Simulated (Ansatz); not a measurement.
**CH₃BFN (SMILES N=CBF): one structure at several levels**

A test off equilibrium: a structure displaced at random from a GFN2-xTB minimum is computed at several levels, and each is set against CCSD(T).

Program: Ansatz 0.2.0, Gaussian basis. Level of theory: single points in def2-TZVPP. These are calculated values, not measurements.

Cores are frozen in the correlated methods.

## (1) Where the work starts

SMILES `N=CBF`, 7 atoms, charge 0, spin multiplicity 1.

Atoms are counted from 1 here; the program's logs count them from 0.

Bond lengths: N1–C2 1.250 Å, N1–H5 1.031 Å, C2–B3 1.610 Å, C2–H6 1.079 Å, B3–F4 1.314 Å, B3–H7 1.155 Å. Angles: C2–N1–H5 113.8°, N1–C2–B3 125.1°, N1–C2–H6 115.7°, B3–C2–H6 119.2°, C2–B3–F4 117.6°, C2–B3–H7 124.5°, F4–B3–H7 117.9°.

Coordinates:

```xyz
7
CH3BFN
N     0.4765    1.0451   -1.0507
C    -0.1060    0.7285    0.0089
B    -0.2414   -0.7712    0.5792
F     0.2927   -1.7414   -0.1285
H     0.9289    0.2525   -1.5294
H    -0.5442    1.5440    0.5629
H    -0.7528   -1.0479    1.5767
```

## (2) CCSD(T)/def2-TZVPP

Input file run/in.yaml:

```yaml
crystal:
  periodic: [false, false, false]
  atoms:
    - {symbol: N, position_ang: [0.476500, 1.045100, -1.050700]}
    - {symbol: C, position_ang: [-0.106000, 0.728500, 0.008900]}
    - {symbol: B, position_ang: [-0.241400, -0.771200, 0.579200]}
    - {symbol: F, position_ang: [0.292700, -1.741400, -0.128500]}
    - {symbol: H, position_ang: [0.928900, 0.252500, -1.529400]}
    - {symbol: H, position_ang: [-0.544200, 1.544000, 0.562900]}
    - {symbol: H, position_ang: [-0.752800, -1.047900, 1.576700]}
basis:
  gaussian: {orbitals: def2-TZVPP}
correlation: {method: ccsd_t}
output: {forces: true}
```

The command line of these runs was not kept.

## (3) PBE0-D4/def2-TZVPP

run/in.yaml: that of step 2 with these lines changed.

```diff
@@ -12,3 +12,3 @@
   gaussian: {orbitals: def2-TZVPP}
-correlation: {method: ccsd_t}
-output: {forces: true}
+hamiltonian: {xc: pbe0, dispersion: d4}
+output: {forces: true, orbitals: {seedname: orbitals}}
```

## (4) wB97M-V/def2-TZVPP

run/in.yaml: that of step 3 with these lines changed.

```diff
@@ -12,3 +12,3 @@
   gaussian: {orbitals: def2-TZVPP}
-hamiltonian: {xc: pbe0, dispersion: d4}
-output: {forces: true, orbitals: {seedname: orbitals}}
+hamiltonian: {xc: {name: wB97M-V}}
+output: {forces: true}
```

## (5) r2SCAN-D4/def2-TZVPP

run/in.yaml: that of step 4 with these lines changed.

```diff
@@ -12,3 +12,3 @@
   gaussian: {orbitals: def2-TZVPP}
-hamiltonian: {xc: {name: wB97M-V}}
+hamiltonian: {xc: r2scan, dispersion: d4}
 output: {forces: true}
```

## (6) PBE-D4/def2-TZVPP

run/in.yaml: that of step 5 with these lines changed.

```diff
@@ -12,3 +12,3 @@
   gaussian: {orbitals: def2-TZVPP}
-hamiltonian: {xc: r2scan, dispersion: d4}
+hamiltonian: {xc: pbe, dispersion: d4}
 output: {forces: true}
```

## (7) r2SCANh-D4/def2-TZVPP

run/in.yaml: that of step 6 with these lines changed.

```diff
@@ -12,3 +12,3 @@
   gaussian: {orbitals: def2-TZVPP}
-hamiltonian: {xc: pbe, dispersion: d4}
+hamiltonian: {xc: {name: r2SCANh}, dispersion: d4}
 output: {forces: true}
```

## (8) HSE06-D4/def2-TZVPP

run/in.yaml: that of step 7 with these lines changed.

```diff
@@ -12,3 +12,3 @@
   gaussian: {orbitals: def2-TZVPP}
-hamiltonian: {xc: {name: r2SCANh}, dispersion: d4}
+hamiltonian: {xc: hse06, dispersion: d4}
 output: {forces: true}
```

(Steps that only read results are left out.)

**Question.** What will these runs give? Wanted: energy less free atoms, CCSD(T)/def2-TZVPP; RMS force component; RMS force error; HOMO and LUMO, PBE0-D4; T1 diagnostic.

**Answer**, as computed:

```
                                  quantity                                                                                               value
energy less free atoms, CCSD(T)/def2-TZVPP                                                                                          -28.140 eV
                       RMS force component                                                                0.722 to 0.972 eV/Å over the methods
                           RMS force error  PBE0-D4 0.330, wB97M-V 0.304, r2SCAN-D4 0.234, PBE-D4 0.217, r2SCANh-D4 0.301, HSE06-D4 0.325 eV/Å
                    HOMO and LUMO, PBE0-D4                                                                                  -7.44 and -2.30 eV
                             T1 diagnostic                                                                                               0.013
```

What this shows: Against CCSD(T) the functionals' energies less atoms differ by -1.851 to -0.665 eV, PBE-D4 by -1.851 eV. CCSD(T) in triple zeta still lacks some correlation energy of the bonds, so part of these gaps is its own basis error and they don't rank the functionals. On forces the order runs from PBE-D4 to PBE0-D4. Frozen-core CCSD(T) forces in triple zeta carry basis errors of their own, and this is one geometry, so small gaps rank nothing. The restricted Hartree–Fock reference is unstable towards an unrestricted one at one or more of these structures.
